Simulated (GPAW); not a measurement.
# WSe2 (P6_3/mmc) in GPAW: a series of runs, part 2 of 2

GPAW 26.7.0. The steps go on from the part before.

## 3. Single point, GLLB-SC

Contents of run.py:

```python
from ase import Atoms
from ase.dft.bandgap import bandgap
from ase.io import write
from gpaw import GPAW, PW

atoms = Atoms(['W', 'W', 'Se', 'Se', 'Se', 'Se'],
              cell=[[3.2899984505, 0.0, 0.0],
                    [-1.6449992252, 2.8492222365, 0.0],
                    [0.0, 0.0, 12.97]],
              scaled_positions=[[0.3333333333, 0.6666666667, 0.25],
                                [0.6666666667, 0.3333333333, 0.75],
                                [0.3333333333, 0.6666666667, 0.621],
                                [0.6666666667, 0.3333333333, 0.121],
                                [0.3333333333, 0.6666666667, 0.879],
                                [0.6666666667, 0.3333333333, 0.379]],
              pbc=True)

calc = GPAW(mode=PW(600),
            xc='GLLBSC',
            kpts={'size': (6, 6, 2), 'gamma': True},
            occupations={'name': 'fermi-dirac', 'width': 0.05},
            nbands=46,
            convergence={'density': 1e-05, 'energy': 1e-05},
            maxiter=150,
            txt='gpaw.txt')
atoms.calc = calc
energy = atoms.get_potential_energy()
calc.write('gs.gpw')
write('result.traj', atoms)
print('Fermi level:', round(calc.get_fermi_level(), 4), 'eV')
print(f'Gap: {bandgap(calc)[0]:.4f} eV, direct: {bandgap(calc, direct=True)[0]:.4f} eV')
```

Potentials or basis: the program's PAW data sets (release 1.2.1) made for this functional, pw.

On the command line:

```sh
> OMP_NUM_THREADS=1 python run.py
```

gpaw.txt:

```text
___ ___ ___ _ _ _
 |   |   |_  | | | |
 | | | | | . | | | |
 |__ |  _|___|_____|  26.7.0
 |___|_|

Input parameters:
  convergence: {density: 1e-05,
                energy: 1e-05}
  kpts: {gamma: True,
         size: (6, 6, 2)}
  maxiter: 150
  mode: {ecut: 600.0,
         name: pw}
  nbands: 46
  occupations: {name: fermi-dirac,
                width: 0.05}
  xc: GLLBSC

System changes: positions, numbers, cell, pbc, initial_charges, initial_magmoms

Initialize ...

species:
  W:
    name:    Tungsten
    Z:       74.0
    valence: 14
    core:    60
    charge:  0.0  # [|e|]
    compensation charges:
      type: gauss
      rc: 0.40  # [Å]
      lmax: 2
    cutoffs:
      filter: 2.36  # [Å]
      core: 2.96  # [Å]
    projectors
    | kind |    occ | energy [eV] | rcut [Å] |
    |------|--------|-------------|----------|
    |   5s |  2.000 |     -80.556 |    1.344 |
    |   6s |  2.000 |      -7.659 |    1.344 |
    |   5p |  6.000 |     -44.785 |    1.355 |
    |   6p |  0.000 |      -2.636 |    1.355 |
    |   5d |  4.000 |      -6.179 |    1.228 |
    |    d |        |      21.032 |    1.228 |

    Using partial waves for W as LCAO basis

  Se:
    name:    Selenium
    Z:       34.0
    valence: 6
    core:    28
    charge:  0.0  # [|e|]
    compensation charges:
      type: gauss
      rc: 0.27  # [Å]
      lmax: 2
    cutoffs:
      filter: 1.77  # [Å]
      core: 2.61  # [Å]
    projectors
    | kind |    occ | energy [eV] | rcut [Å] |
    |------|--------|-------------|----------|
    |   4s |  2.000 |     -19.929 |    0.847 |
    |   4p |  4.000 |      -9.440 |    1.005 |
    |    s |        |       7.282 |    0.847 |
    |    p |        |      17.771 |    1.005 |
    |    d |        |       0.000 |    0.847 |

    Using partial waves for Se as LCAO basis

Reference energy: -1141520.363124  # eV

Spin-paired calculation

Convergence criteria:
 Maximum [total energy] change in last 3 cyles: 1e-05 eV / valence electron
 Maximum integral of absolute [dens]ity change: 1e-05 electrons / valence electron
 Maximum integral of absolute [eigenst]ate change: 4e-08 eV^2 / valence electron
 Maximum number of scf [iter]ations: 150
 (Square brackets indicate name in SCF output, whereas a 'c' in
 the SCF output indicates the quantity has converged.)

Symmetries present (total): 12

[... 40 lines left out ...]
  Coarse grid: 20*20*75 grid
  Fine grid: 40*40*150 grid
  Total Charge: 0.000000

Density mixing:
  Method: separate
  Backend: msr1
  Linear mixing parameter: 0.05
  old densities: 10
  Width of damping distribution: 1.1
  Damping of long wavelength oscillations: 20

Hamiltonian:
  XC and Coulomb potentials evaluated on a 40*40*150 grid
  Using the GLLBSC Exchange-Correlation functional
  External potential:
    NoExternalPotential

XC parameters: GLLBSC functional being used consists of
  -----------------------------------------------------------------------
  | Weight | Module     | Description                                   |
  -----------------------------------------------------------------------
  |  1.000 | SCREENING  | GGA_X_PBE_SOL with 2 nearest neighbor stencil |
  |  1.000 | RESPONSE   | eps=0.0500 eV                                 |
  |  1.000 | XC         | GGA_C_PBE_SOL with 2 nearest neighbor stencil |
  -----------------------------------------------------------------------

Number of atoms: 6
Number of atomic orbitals: 42
Number of bands in calculation: 46
Number of valence electrons: 52
Bands to converge: occupied

... initialized

Initializing position-dependent things.

Density initialized from atomic densities
Creating initial wave functions:
  42 bands from LCAO basis set
  4 bands from random numbers

        Se

           W

        Se

           Se

        W

           Se

Atomic positions and initial magnetic moments

Positions:
   0 W     -0.000000    1.899481    3.242500    ( 0.0000,  0.0000,  0.0000)
   1 W      1.644999    0.949741    9.727500    ( 0.0000,  0.0000,  0.0000)
   2 Se    -0.000000    1.899481    8.054370    ( 0.0000,  0.0000,  0.0000)
   3 Se     1.644999    0.949741    1.569370    ( 0.0000,  0.0000,  0.0000)
   4 Se    -0.000000    1.899481   11.400630    ( 0.0000,  0.0000,  0.0000)
   5 Se     1.644999    0.949741    4.915630    ( 0.0000,  0.0000,  0.0000)

Unit cell:
           periodic     x           y           z      points  spacing
  1. axis:    yes    3.289998    0.000000    0.000000    20     0.1425
  2. axis:    yes   -1.644999    2.849222    0.000000    20     0.1425
  3. axis:    yes    0.000000    0.000000   12.970000    75     0.1729

  Lengths:   3.289998   3.289998  12.970000
  Angles:   90.000000  90.000000 120.000000

Effective grid spacing dv^(1/3) = 0.1594

iter:   1   -45.605351
iter:   2   -46.111590   -0.98  -1.23
iter:   3   -45.082054   -2.10  -1.22
iter:   4   -43.780857   -1.99  -1.38
iter:   5   -43.762322   -2.85  -1.50
iter:   6   -43.780059   -2.62  -1.52
iter:   7   -43.574341   -3.34  -1.98
iter:   8   -43.586074   -4.54  -1.87
iter:   9   -43.608838   -3.70  -1.92
iter:  10   -43.643734   -3.98  -2.09
iter:  11   -43.669564   -4.47  -2.31
iter:  12   -43.723148   -3.94  -2.50
iter:  13   -43.717355   -5.42  -3.33
iter:  14   -43.717579   -6.39  -3.66
iter:  15   -43.716489   -7.30  -4.23
iter:  16   -43.715659   -7.73c -4.32
iter:  17   -43.715547   -8.48c -4.59
iter:  18   -43.715625c  -8.90c -4.89
iter:  19   -43.715581c  -9.73c -5.64c

Converged after 19 iterations.

Dipole moment: (0.000000, -0.000000, -0.000000) |e|*Ang

Energy contributions relative to reference atoms: (reference = -1141520.363124)

Kinetic:       +164.793735
Potential:     -160.674200
External:        +0.000000
XC:             -48.851072
Entropy (-ST):   -0.000002
Local:           +1.015957
SIC:             +0.000000
--------------------------
Free energy:    -43.715582
Extrapolated:   -43.715581

GLLBSC response reference energy: 7.77243 eV (from HOMO)

Showing only first 2 kpts
 Kpt  Band  Eigenvalues  Occupancy
  0    24      6.71464    2.00000
  0    25      7.77248    1.99992
  0    26     10.50888    0.00000
  0    27     10.50888    0.00000

  1    24      7.55893    2.00000
  1    25      7.55899    2.00000
  1    26     10.51021    0.00000
  1    27     10.51021    0.00000

Fermi level: 8.27790

Gap: 1.092 eV
Transition (v -> c):
  (s=0, k=0, n=25, [0.00, 0.00, 0.00]) -> (s=0, k=4, n=26, [0.33, -0.17, 0.00])
Direct/indirect transitions are different
Direct gap: 1.503 eV
Transition at: (s=0, k=8, n=25, [0.33, 0.33, 0.00])
Writing to gs.gpw (mode='')
```

stdout:

```text
Fermi level: 8.2779 eV
Gap: 1.0921 eV, direct: 1.5032 eV
```

Run time: 80 s. Hardware: 1 thread of Arm Neoverse V1, shared host; peak memory 0.26 GiB.

Results:

```yaml
Band_gap_on_the_k_mesh_Kohn-Sham_part_alone: 1.09 eV, indirect (least direct gap 1.50 eV)
```

Levels at points of the mesh, in eV from the valence-band top:
```
           k point  band 23  band 24  band 25  band 26  band 27  band 28  band 29  band 30
(0.00, 0.00, 0.00)    -1.43    -1.07    -1.06     0.00     2.74     2.74     2.79     2.79
(0.00, 0.00, 0.50)    -1.46    -1.46    -0.21    -0.21     2.74     2.74     2.74     2.74
(0.50, 0.50, 0.00)    -1.43    -1.32    -1.27    -1.08     2.22     2.26     2.40     2.71
(0.50, 0.50, 0.50)    -1.33    -1.33    -1.20    -1.20     2.24     2.24     2.59     2.59
```

Caveat: a model potential gives levels but no total energy; spin-orbit coupling is left out, which moves the levels of the heavy elements.

## 4. Single point, TB-mBJ

run.py: that of step 3 with these lines changed.

```diff
@@ -18,3 +18,3 @@
 calc = GPAW(mode=PW(600),
-            xc='GLLBSC',
+            xc='TB09',
             kpts={'size': (6, 6, 2), 'gamma': True},
@@ -23,2 +23,3 @@
             convergence={'density': 1e-05, 'energy': 1e-05},
+            eigensolver='cg',
             maxiter=150,
```

Potentials or basis: GPAW PAW data sets for LDA (gpaw-data 1.2.1), pw.

On the command line:

```sh
> OMP_NUM_THREADS=1 python run.py
```

gpaw.txt:

```text
___ ___ ___ _ _ _
 |   |   |_  | | | |
 | | | | | . | | | |
 |__ |  _|___|_____|  26.7.0
 |___|_|

Input parameters:
  convergence: {density: 1e-05,
                energy: 1e-05}
  eigensolver: cg
  kpts: {gamma: True,
         size: (6, 6, 2)}
  maxiter: 150
  mode: {ecut: 600.0,
         name: pw}
  nbands: 46
  occupations: {name: fermi-dirac,
                width: 0.05}
  xc: TB09

System changes: positions, numbers, cell, pbc, initial_charges, initial_magmoms

Initialize ...

species:
  W:
    name:    Tungsten
    Z:       74.0
    valence: 14
    core:    60
    charge:  0.0  # [|e|]
    compensation charges:
      type: gauss
      rc: 0.40  # [Å]
      lmax: 2
    cutoffs:
      filter: 2.36  # [Å]
      core: 3.02  # [Å]
    projectors
    | kind |    occ | energy [eV] | rcut [Å] |
    |------|--------|-------------|----------|
    |   5s |  2.000 |     -79.053 |    1.344 |
    |   6s |  2.000 |      -5.886 |    1.344 |
    |   5p |  6.000 |     -43.417 |    1.355 |
    |   6p |  0.000 |      -1.469 |    1.355 |
    |   5d |  4.000 |      -4.693 |    1.228 |
    |    d |        |      22.518 |    1.228 |

    Using partial waves for W as LCAO basis

  Se:
    name:    Selenium
    Z:       34.0
    valence: 6
    core:    28
    charge:  0.0  # [|e|]
    compensation charges:
      type: gauss
      rc: 0.27  # [Å]
      lmax: 2
    cutoffs:
      filter: 1.77  # [Å]
      core: 2.67  # [Å]
    projectors
    | kind |    occ | energy [eV] | rcut [Å] |
    |------|--------|-------------|----------|
    |   4s |  2.000 |     -17.472 |    0.847 |
    |   4p |  4.000 |      -6.656 |    1.005 |
    |    s |        |       9.739 |    0.847 |
    |    p |        |      20.555 |    1.005 |
    |    d |        |       0.000 |    0.847 |

    Using partial waves for Se as LCAO basis

Reference energy: -1141100.906990  # eV

Spin-paired calculation

Convergence criteria:
 Maximum [total energy] change in last 3 cyles: 1e-05 eV / valence electron
 Maximum integral of absolute [dens]ity change: 1e-05 electrons / valence electron
 Maximum integral of absolute [eigenst]ate change: 4e-08 eV^2 / valence electron
 Maximum number of scf [iter]ations: 150
 (Square brackets indicate name in SCF output, whereas a 'c' in
 the SCF output indicates the quantity has converged.)

Symmetries present (total): 12

  ( 1  1  0)  ( 1  1  0)  ( 1  0  0)  ( 1  0  0)  ( 0  1  0)  ( 0  1  0)
  ( 0 -1  0)  (-1  0  0)  ( 0  1  0)  (-1 -1  0)  ( 1  0  0)  (-1 -1  0)
  ( 0  0  1)  ( 0  0 -1)  ( 0  0  1)  ( 0  0 -1)  ( 0  0 -1)  ( 0  0  1)

  ( 0 -1  0)  ( 0 -1  0)  (-1  0  0)  (-1  0  0)  (-1 -1  0)  (-1 -1  0)
  ( 1  1  0)  (-1  0  0)  ( 1  1  0)  ( 0 -1  0)  ( 1  0  0)  ( 0  1  0)
  ( 0  0 -1)  ( 0  0  1)  ( 0  0  1)  ( 0  0 -1)  ( 0  0  1)  ( 0  0 -1)

72 k-points: 6 x 6 x 2 Monkhorst-Pack grid + [1/12,1/12,1/4]
14 k-points in the irreducible part of the Brillouin zone
       k-points in crystal coordinates                weights
   0:     0.00000000    0.00000000    0.00000000          1/72
   1:     0.00000000    0.00000000    0.50000000          1/72
   2:     0.16666667    0.00000000    0.00000000          6/72
   3:     0.16666667    0.00000000    0.50000000          6/72
   4:     0.33333333   -0.16666667    0.00000000          6/72
   5:     0.33333333   -0.16666667    0.50000000          6/72
   6:     0.33333333    0.00000000    0.00000000          6/72
   7:     0.33333333    0.00000000    0.50000000          6/72
   8:     0.33333333    0.33333333    0.00000000          2/72
   9:     0.33333333    0.33333333    0.50000000          2/72
          ...
  13:     0.50000000    0.50000000    0.50000000          3/72

Wave functions: Plane wave expansion
  Cutoff energy: 600.000 eV
  Number of coefficients (min, max): 4026, 4120
  Pulay-stress correction: 0.000000 eV/Ang^3 (de/decut=0.000000)
  Using FFTW library
  ScaLapack parameters: grid=1x1, blocksize=None
  Wavefunction extrapolation:
    Improved wavefunction reuse through dual PAW basis

Occupation numbers: Fermi-Dirac:
  width: 0.0500  # eV

Eigensolver
   CG(niter=4, rtol=3.0e-01)

Densities:
  Coarse grid: 20*20*75 grid
  Fine grid: 40*40*150 grid
  Total Charge: 0.000000

Density mixing:
  Method: separate
  Backend: msr1
  Linear mixing parameter: 0.05
  old densities: 10
  Width of damping distribution: 1.1
  Damping of long wavelength oscillations: 20

Hamiltonian:
  XC and Coulomb potentials evaluated on a 40*40*150 grid
  Using the TB09 Exchange-Correlation functional
  External potential:
    NoExternalPotential

XC parameters: TB09 with 2 nearest neighbor stencil

Number of atoms: 6
Number of atomic orbitals: 42
Number of bands in calculation: 46
Number of valence electrons: 52
Bands to converge: occupied

... initialized

Initializing position-dependent things.

Density initialized from atomic densities
Creating initial wave functions:
  42 bands from LCAO basis set
  4 bands from random numbers

        Se

           W

        Se

           Se

        W

           Se

Atomic positions and initial magnetic moments

Positions:
   0 W     -0.000000    1.899481    3.242500    ( 0.0000,  0.0000,  0.0000)
   1 W      1.644999    0.949741    9.727500    ( 0.0000,  0.0000,  0.0000)
   2 Se    -0.000000    1.899481    8.054370    ( 0.0000,  0.0000,  0.0000)
   3 Se     1.644999    0.949741    1.569370    ( 0.0000,  0.0000,  0.0000)
   4 Se    -0.000000    1.899481   11.400630    ( 0.0000,  0.0000,  0.0000)
   5 Se     1.644999    0.949741    4.915630    ( 0.0000,  0.0000,  0.0000)

Unit cell:
           periodic     x           y           z      points  spacing
  1. axis:    yes    3.289998    0.000000    0.000000    20     0.1425
  2. axis:    yes   -1.644999    2.849222    0.000000    20     0.1425
  3. axis:    yes    0.000000    0.000000   12.970000    75     0.1729

  Lengths:   3.289998   3.289998  12.970000
  Angles:   90.000000  90.000000 120.000000

Effective grid spacing dv^(1/3) = 0.1594

iter:   1 26231.047108
iter:   2 26231.931233   +1.40  -0.99
iter:   3 26233.024687   +0.67  -1.07
iter:   4 26234.085465   +0.04  -1.18
iter:   5 26235.394480   -0.47  -1.23
iter:   6 26236.682139   -0.45  -1.35
iter:   7 26238.624299   -1.11  -1.45
iter:   8 26239.996480   -1.21  -1.71
iter:   9 26240.891012   -1.96  -2.06
iter:  10 26240.938590   -2.32  -2.08
iter:  11 26240.944555   -2.59  -2.24
[... 6 lines left out ...]
iter:  18 26240.628636   -4.42  -2.68
iter:  19 26240.591483   -3.80  -3.15
iter:  20 26240.514988   -4.17  -3.15
iter:  21 26240.526713   -3.82  -3.07
iter:  22 26240.530014   -3.75  -3.57
iter:  23 26240.534742   -4.29  -3.49
iter:  24 26240.523022   -4.42  -3.46
iter:  25 26240.527552   -4.42  -3.33
iter:  26 26240.523509   -4.59  -3.80
iter:  27 26240.524890   -4.81  -3.72
iter:  28 26240.523667   -5.11  -5.11c
iter:  29 26240.524280   -5.52  -5.03c
iter:  30 26240.524201   -5.89  -4.95
iter:  31 26240.524339c  -6.39  -4.87
iter:  32 26240.523983c  -6.89  -4.79
iter:  33 26240.524095c  -7.11  -4.71
iter:  34 26240.524134c  -7.44c -4.63
iter:  35 26240.524147c  -7.80c -4.55
iter:  36 26240.524176c  -8.17c -4.48
iter:  37 26240.524175c  -8.56c -4.40
iter:  38 26240.524198c  -9.02c -4.32
iter:  39 26240.524219c  -9.27c -4.24
iter:  40 26240.524230c  -9.43c -4.16
iter:  41 26240.524472c  -8.85c -4.08
iter:  42 26240.523998c  -8.47c -3.98
iter:  43 26240.524990   -7.88c -3.92
iter:  44 26240.524350   -7.45c -4.04
iter:  45 26240.524610   -7.22  -3.91
iter:  46 26240.525155   -7.31  -4.01
iter:  47 26240.525641   -7.98c -3.99
iter:  48 26240.525431c  -7.55c -4.09
iter:  49 26240.526038   -7.81c -4.03
iter:  50 26240.526529   -7.22  -4.17
iter:  51 26240.527000   -7.02  -4.24
iter:  52 26240.528482   -6.95  -5.08c
iter:  53 26240.528657   -6.91  -5.00c
iter:  54 26240.528311c  -6.86  -4.92
iter:  55 26240.528305c  -6.85  -4.85
iter:  56 26240.528516c  -7.09  -5.81c
iter:  57 26240.528741c  -7.49c -5.73c

Converged after 57 iterations.

Dipole moment: (-0.000000, -0.000000, -0.000000) |e|*Ang

Energy contributions relative to reference atoms: (reference = -1141100.906990)

Kinetic:        -64.526580
Potential:      +61.104249
External:        +0.000000
XC:            +26245.550583
Entropy (-ST):   -0.000001
Local:           -1.599511
SIC:             +0.000000
--------------------------
Free energy:   +26240.528740
Extrapolated:  +26240.528741

Showing only first 2 kpts
 Kpt  Band  Eigenvalues  Occupancy
  0    24      7.87517    2.00000
  0    25      8.91361    1.99995
  0    26     11.60007    0.00000
  0    27     11.60008    0.00000

  1    24      8.67379    2.00000
  1    25      8.67379    2.00000
  1    26     11.60164    0.00000
  1    27     11.60164    0.00000

Fermi level: 9.43899

Gap: 1.137 eV
Transition (v -> c):
  (s=0, k=0, n=25, [0.00, 0.00, 0.00]) -> (s=0, k=4, n=26, [0.33, -0.17, 0.00])
Direct/indirect transitions are different
Direct gap: 1.625 eV
Transition at: (s=0, k=8, n=25, [0.33, 0.33, 0.00])
Writing to gs.gpw (mode='')
```

Wall time 5.9 min (1 thread of Arm Neoverse V1, shared host); peak memory 0.4 GiB.

Results:

| Quantity | Value |
| --- | --- |
| Band gap on the k mesh | 1.14 eV, indirect (least direct gap 1.62 eV) |

Caveat: a model potential gives levels but no total energy; spin-orbit coupling is left out, which moves the levels of the heavy elements.

## 5. The runs side by side

| task | level | potentials or basis | spin | band path | band points | spin axis theta (degrees) | spin axis phi (degrees) | soc after scf | gap on the mesh (eV) |
| --- | --- | --- | --- | --- | --- | --- | --- | --- | --- |
| band structure | LDA | the program's PAW data sets (release 1.2.1) made for this functional, pw | SOC, no magnetisation | GMKGALHA,LM,KH | 60 | 90 | 0 | second variation | 0.84 |
| single point | GLLB-SC | the program's PAW data sets (release 1.2.1) made for this functional, pw | off | - | - | - | - | - | - |
| single point | TB-mBJ | GPAW PAW data sets for LDA (gpaw-data 1.2.1), pw | off | - | - | - | - | - | 1.14 |

Alike in all rows: cell as given; k mesh 6 × 6 × 2; cutoff (eV) 600; smearing fermi-dirac 0.05 eV.

Caveats: a model potential gives levels but no total energy (some runs); spin-orbit coupling is left out, which moves the levels of the heavy elements (some runs); spin-orbit coupling was added after a scalar SCF, so levels and gaps hold it while energy, forces, pressure and moments don't (some runs); this program's spin-orbit splittings come out too wide for heavy elements (some runs).

Absolute energies hang on the potentials; compare differences alone.

## 6. Comparison with measurements

Step 2. Measured gap of WSe2: 1.3 eV (indirect; “Time-resolved XUV ARPES with tunable 24–33 eV laser pulses at 30 meV resolution”, 2019, pmc:6684652). This calculation gives 0.81 eV (-0.49 eV). The value is that of LDA, without temperature or zero-point motion. Semilocal functionals fall short of measured gaps as a rule.

Step 3. The gap isn't set beside the deposited one, since the derivative discontinuity is missing.

Step 4. Against the measured gap of WSe2, 1.3 eV (indirect; “Time-resolved XUV ARPES with tunable 24–33 eV laser pulses at 30 meV resolution”, 2019, pmc:6684652), the calculated 1.14 eV is off by -0.16 eV. Spin-orbit coupling on Se, W is left out. The value is that of TB-mBJ on a finite k mesh, which can miss the band edges, without temperature or zero-point motion.
